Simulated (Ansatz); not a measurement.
# CH3ClGe: up Jacob's ladder to CCSD(T)

One table from this session's results is given with a row withheld; the runs are named, their logs left out.

The runs use Ansatz 0.2.0, Gaussian basis; functionals in def2-TZVPP, the program's frozen cores in correlated methods.

The runs, in order: LDA (SPW92), PBE-D4, revPBE-D4, BLYP-D4, r2SCAN-D4, B97M-V, PBE0-D4, B3LYP-D4, r2SCANh-D4, r2SCAN0-D4, HSE06-D4, BHLYP-D4, CAM-B3LYP-D4, LC-ωPBE, ωB97X-V, ωB97M-V, B2PLYP, PBE-QIDH; CCSD(T)/def2-SVP; CCSD(T)/def2-TZVPP; MP2/def2-QZVPP; extrapolation to the limit; RPA on PBE.

## The relaxed structure

All runs share one geometry, relaxed beforehand with PBE0-D4 in a triple-zeta def2 set.

SMILES `[CH3][Ge][Cl]`, 6 atoms, charge 0, spin multiplicity 1.

Atoms are counted from 1 here; the program's logs count them from 0.

Bond lengths: C1–Ge2 1.984 Å, C1–H4 1.092 Å, C1–H5 1.094 Å, C1–H6 1.094 Å, Ge2–Cl3 2.199 Å. Angles: Ge2–C1–H4 111.6°, Ge2–C1–H5 109.4°, Ge2–C1–H6 109.6°, H4–C1–H5 109.5°, H4–C1–H6 109.5°, H5–C1–H6 107.2°, C1–Ge2–Cl3 96.1°.

The first run:

in.yaml reads:

```yaml
crystal:
  periodic: [false, false, false]
  atoms:
    - {symbol: C, position_ang: [-0.360098, 0.453049, -0.235784]}
    - {symbol: Ge, position_ang: [1.405295, 0.063577, 0.581116]}
    - {symbol: Cl, position_ang: [1.099335, -2.105331, 0.776306]}
    - {symbol: H, position_ang: [-0.475572, 1.516610, -0.454276]}
    - {symbol: H, position_ang: [-1.154632, 0.132275, 0.445075]}
    - {symbol: H, position_ang: [-0.472227, -0.124279, -1.158538]}
basis:
  gaussian: {orbitals: def2-TZVPP}
hamiltonian: {xc: lda}
output: {orbitals: {seedname: orbitals}}
```

Among the steps run: LDA; PBE-D4 (GGA); revPBE-D4 (GGA); BLYP-D4 (GGA); r2SCAN-D4 (meta-GGA); B97M-V (meta-GGA); PBE0-D4 (hybrid); B3LYP-D4 (hybrid); r2SCANh-D4 (hybrid); r2SCAN0-D4 (hybrid); HSE06-D4 (hybrid); BHLYP-D4 (hybrid); CAM-B3LYP-D4 (range-separated); LC-ωPBE-D4 (range-separated; the results give it without D4); ωB97X-V (range-separated); ωB97M-V (range-separated); B2PLYP (double hybrid); PBE-QIDH (double hybrid).

One table of the session follows, with a row left open; its other results are not shown here.

It belongs to the step «Orbital energies across the functionals». 

```
  functional  HOMO (eV)  LUMO (eV)  gap (eV)
 LDA (SPW92)      -5.92      -3.66      2.26
      PBE-D4      -5.76      -3.42      2.34
   revPBE-D4      -5.71      -3.33      2.38
     BLYP-D4      -5.64      -3.33      2.30
   r2SCAN-D4      -6.02      -3.36      2.66
      B97M-V      -6.03      -3.29      2.74
     PBE0-D4      -6.85      -2.64      4.21
    B3LYP-D4      -6.67      -2.87      3.79
  r2SCANh-D4      -6.42      -3.06      3.36
  r2SCAN0-D4      -7.02      -2.61      4.41
    HSE06-D4          ?          ?         ?
    BHLYP-D4      -7.82      -1.79      6.03
CAM-B3LYP-D4      -8.13      -1.62      6.51
     LC-ωPBE      -9.40      -0.47      8.93
     ωB97X-V      -9.07      -0.57      8.49
     ωB97M-V      -8.95      -0.68      8.28
```

**Question.** Estimate the row for HSE06-D4.

As computed: HOMO (eV): -6.45; LUMO (eV): -3.01; gap (eV): 3.44. In the column «HOMO (eV)» it lies between B3LYP-D4 (-6.67) and r2SCANh-D4 (-6.42).
